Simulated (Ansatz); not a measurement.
# TiN radical: up Jacob's ladder to CCSD(T)

One table from this session's results is given with a row withheld; the runs are named, their logs left out.

Computed with Ansatz 0.2.0, Gaussian basis. Level: functionals in def2-TZVPP, the program's frozen cores in correlated methods.

Levels to be run: LDA (SPW92), PBE-D4, revPBE-D4, BLYP-D4, r2SCAN-D4, B97M-V, PBE0-D4, B3LYP-D4, r2SCANh-D4, r2SCAN0-D4, HSE06-D4, BHLYP-D4, CAM-B3LYP-D4, LC-ωPBE, ωB97X-V, ωB97M-V, B2PLYP, PBE-QIDH; CCSD(T)/def2-SVP; CCSD(T)/def2-TZVPP; CCSD(T)/def2-QZVPP; extrapolation to the limit; RPA on PBE.

## Structure used throughout

An earlier PBE0-D4 in a triple-zeta def2 set relaxation fixed the geometry.

2 atoms, charge 0, spin multiplicity 2.

Atoms are counted from 1 here; the program's logs count them from 0.

Bond lengths: N1–Ti2 1.542 Å.

Set-up of the first run:

Input file in.yaml:

```yaml
crystal:
  periodic: [false, false, false]
  atoms:
    - {symbol: N, position_ang: [0.658154, -0.217794, 0.337785]}
    - {symbol: Ti, position_ang: [-0.658154, 0.217794, -0.337785]}
basis:
  gaussian: {orbitals: def2-TZVPP}
magnetization: {spin_polarized: true, initial_magnetization: 1}
hamiltonian: {xc: lda}
output: {orbitals: {seedname: orbitals}}
```

Run with:

```console
$ ansatz run in.yaml --threads 2 --pin off --events-out ev --progress --plain --max-ram 22528MiB --backend cpu
```

Among the steps run: LDA; PBE-D4 (GGA); revPBE-D4 (GGA); BLYP-D4 (GGA); r2SCAN-D4 (meta-GGA); B97M-V (meta-GGA); PBE0-D4 (hybrid); B3LYP-D4 (hybrid); r2SCANh-D4 (hybrid); r2SCAN0-D4 (hybrid); HSE06-D4 (hybrid); BHLYP-D4 (hybrid); CAM-B3LYP-D4 (range-separated); LC-ωPBE (range-separated); ωB97X-V (range-separated); ωB97M-V (range-separated); B2PLYP (double hybrid); PBE-QIDH (double hybrid).

One of the session's tables, all rows but one given; the rest of the session is left out.

It belongs to the step «Orbital energies across the functionals». 

```
  functional  HOMO (eV)  LUMO (eV)  gap (eV)
 LDA (SPW92)      -4.30      -4.18      0.12
      PBE-D4      -4.08      -3.68      0.41
   revPBE-D4      -4.00      -3.46      0.53
     BLYP-D4      -4.01      -3.73      0.29
   r2SCAN-D4      -4.24      -3.37      0.87
      B97M-V      -4.00      -3.96      0.04
     PBE0-D4          ?          ?         ?
    B3LYP-D4      -4.83      -2.92      1.91
  r2SCANh-D4      -4.60      -2.99      1.61
  r2SCAN0-D4      -5.13      -2.39      2.74
    HSE06-D4      -4.59      -2.88      1.72
    BHLYP-D4      -5.60      -2.12      3.48
CAM-B3LYP-D4      -5.98      -1.95      4.02
     LC-ωPBE      -6.93      -0.60      6.33
     ωB97X-V      -6.63      -0.38      6.25
     ωB97M-V      -6.65      -0.72      5.93
```

**Question.** Estimate the row for PBE0-D4.

The run gave: HOMO (eV): -4.98; LUMO (eV): -2.48; gap (eV): 2.50. In the column «HOMO (eV)» it lies between r2SCAN0-D4 (-5.13) and B3LYP-D4 (-4.83).
